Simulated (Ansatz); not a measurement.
**C3H6FGa: up Jacob's ladder to CCSD(T)**

An exercise on one series of results from a longer session: the logs are not shown, and one member is left open.

Program: Ansatz 0.2.0, Gaussian basis. Level of theory: functionals in def2-TZVPP, the program's frozen cores in correlated methods. These are calculated values, not measurements.

Plan: PBE-D4, r2SCAN-D4, PBE0-D4, B3LYP-D4, ωB97X-V, ωB97M-V, B2PLYP; CCSD(T)/def2-TZVPP; MP2/def2-QZVPP; extrapolation to the limit.

## The geometry

The geometry comes from an earlier relaxation with PBE0-D4 in a triple-zeta def2 set; it is a stationary point, not always the lowest conformer.

SMILES `[F][Ga]1[CH2]C[CH2]1`, 11 atoms, charge 0, spin multiplicity 1.

Atoms are counted from 1 here; the program's logs count them from 0.

Bond lengths: F1–Ga2 1.755 Å, Ga2–C3 1.987 Å, Ga2–C5 1.987 Å, C3–C4 1.552 Å, C3–H6 1.089 Å, C3–H7 1.094 Å, C4–C5 1.552 Å, C4–H8 1.093 Å, C4–H9 1.094 Å, C5–H10 1.094 Å, C5–H11 1.089 Å. Angles: F1–Ga2–C3 140.9°, F1–Ga2–C5 140.9°, C3–Ga2–C5 78.1°, Ga2–C3–C4 85.6°, Ga2–C3–H6 122.7°, Ga2–C3–H7 110.7°, C4–C3–H6 115.8°, C4–C3–H7 112.5°, H6–C3–H7 108.2°, C3–C4–C5 107.4°, C3–C4–H8 109.2°, C3–C4–H9 112.0°, C5–C4–H8 109.2°, C5–C4–H9 112.0°, H8–C4–H9 107.1°, Ga2–C5–C4 85.6°, Ga2–C5–H10 110.7°, Ga2–C5–H11 122.7° and more.

The first run:

The input, in.yaml:

```yaml
crystal:
  periodic: [false, false, false]
  atoms:
    - {symbol: F, position_ang: [2.243367, -2.322279, -0.428957]}
    - {symbol: Ga, position_ang: [1.082060, -1.023898, -0.216201]}
    - {symbol: C, position_ang: [0.398358, 0.222220, 1.171968]}
    - {symbol: C, position_ang: [-0.773419, 0.484336, 0.187975]}
    - {symbol: C, position_ang: [-0.338372, -0.047358, -1.204160]}
    - {symbol: H, position_ang: [0.113458, -0.108022, 2.170188]}
    - {symbol: H, position_ang: [1.060257, 1.086644, 1.274646]}
    - {symbol: H, position_ang: [-1.654314, -0.068391, 0.523809]}
    - {symbol: H, position_ang: [-1.051602, 1.542080, 0.154224]}
    - {symbol: H, position_ang: [0.096498, 0.733996, -1.833636]}
    - {symbol: H, position_ang: [-1.111089, -0.556128, -1.779257]}
basis:
  gaussian: {orbitals: def2-TZVPP}
hamiltonian: {xc: pbe, dispersion: d4}
output: {forces: true, orbitals: {seedname: orbitals}}
```

Run with:

```sh
$ ansatz run in.yaml --threads 4 --pin off --events-out ev --progress --plain --max-ram 10444MiB
```

Among the steps run: PBE-D4 (GGA); r2SCAN-D4 (meta-GGA); PBE0-D4 (hybrid); B3LYP-D4 (hybrid); ωB97X-V (range-separated); ωB97M-V (range-separated); B2PLYP (double hybrid); CCSD(T) in def2-TZVPP; MP2 in def2-QZVPP.

One table of the session follows, with a row left open; its other results are not shown here.

| method | atomisation energy (eV) |
| --- | --- |
| PBE-D4 | 44.043 |
| r2SCAN-D4 | 43.314 |
| PBE0-D4 | 43.344 |
| B3LYP-D4 | ? |
| ωB97X-V | 43.203 |
| ωB97M-V | 43.109 |
| B2PLYP | 42.653 |
| HF/def2-TZVPP | 31.720 |
| MP2/def2-TZVPP | 43.177 |
| CCSD/def2-TZVPP | 41.640 |
| CCSD(T)/def2-TZVPP | 42.297 |
| MP2/CBS | 44.083 |
| CCSD(T)/CBS | 43.204 |

**Question.** Estimate the row for B3LYP-D4.

As computed: atomisation energy (eV): 42.858. In the column «atomisation energy (eV)» it lies between B2PLYP (42.653) and ωB97M-V (43.109).
